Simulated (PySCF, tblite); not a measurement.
# C4H4FNO2: geometry, infrared bands and NMR shifts

Aim: predict the infrared bands and NMR shifts of C4H4FNO2 (`O=CC(=O)N/C=C/F`).

Programs: tblite 0.8.0 and PySCF 2.14.0, with density-fitted response routines of our own. Each step states its level of theory. These are calculated values for one molecule in the gas phase, unless marked as measured. Atoms count from 0, in the outputs and in this text.

### Step 1. Starting geometry

12 atoms, charge 0, multiplicity 1; geometry from: force field or distance geometry start.

Bonds of the start (Å): O0–C1 1.23, C1–C2 1.50, C2–O3 1.24, C2–N4 1.39, N4–C5 1.37, C5–C6 1.32, C6–F7 1.34, C1–H8 1.10, N4–H9 1.02, C5–H10 1.09, C6–H11 1.09.

### Step 2. Relaxing the molecule with GFN2-xTB

What the job is given:

```
{"job": {"kind": "relax", "xc": "GFN2-xTB", "basis": "xTB"}, "charge": 0, "multiplicity": 1}
O      2.686700    -0.764000    -0.007200
C      2.394000     0.413300    -0.237900
C      0.966000     0.872500    -0.185800
O      0.704800     2.057000    -0.422900
N      0.065600    -0.136600     0.118500
C     -1.293100     0.042900     0.200500
C     -2.125300    -0.946300     0.490800
F     -3.446500    -0.736700     0.581900
H      3.134900     1.193500    -0.464600
H      0.468800    -1.057200     0.272300
H     -1.669300     1.046700     0.024200
H     -1.885400    -1.985900     0.692400
```

Started as:

```sh
> OMP_NUM_THREADS=1 python probes_run.py task.json out
```

One launch serves the whole session: the jobs run in the order shown.

**Question.** This job is followed by: GFN2-xTB harmonic vibrations, gas phase; GIAO PBE0/pcSseg-1 NMR shielding, non-relativistic, gas phase. What will the session give for the following? strongest single infrared mode (GFN2-xTB); zero-point energy (GFN2-xTB); 13C shifts against TMS (PBE0/pcSseg-1); 1H shifts against TMS (PBE0/pcSseg-1); 17O shifts against H2O (PBE0/pcSseg-1); 15N shifts against NH3 (PBE0/pcSseg-1); 19F shifts against CFCl3 (PBE0/pcSseg-1).

**Answer**, as computed:

| quantity | value |
| --- | --- |
| strongest single infrared mode (GFN2-xTB) | 1743 cm⁻¹, 485 km/mol |
| zero-point energy (GFN2-xTB) | 48.5 kcal/mol |
| 13C shifts against TMS (PBE0/pcSseg-1) | 197.5, 157.7, 151.7, 118.2 ppm |
| 1H shifts against TMS (PBE0/pcSseg-1) | 9.37, 7.59, 7.49, 7.32 ppm |
| 17O shifts against H2O (PBE0/pcSseg-1) | 683.9, 410.9 ppm |
| 15N shifts against NH3 (PBE0/pcSseg-1) | 133.8 ppm |
| 19F shifts against CFCl3 (PBE0/pcSseg-1) | -163.6 ppm |

**Reading.** Relaxing lowered the energy by 0.118 eV in 18 steps; the close pair that moved most is O0–C1, from 1.235 to 1.201 Å. All 30 modes are real, so the xTB geometry is a minimum. The strongest single mode, at 1743 cm⁻¹, moves mainly C2 and O3. GFN2-xTB is a fitted tight-binding method: band positions and strengths are rough. Its intensities can rank the bands wrongly. C1 (aldehyde carbonyl carbon) lies farthest downfield among carbon, at 197.5 ppm; low-lying n→π* states of the double bond to the heteroatom give a large paramagnetic term (-257 ppm). H8 (hydrogen on an aldehyde carbonyl carbon) lies farthest downfield among hydrogen, at 9.37 ppm; the C=O anisotropy and electron withdrawal place aldehyde protons far downfield. At PBE0/pcSseg-1: Shielding is most anisotropic at O0 (span 1334 ppm, paramagnetic term -751 ppm).
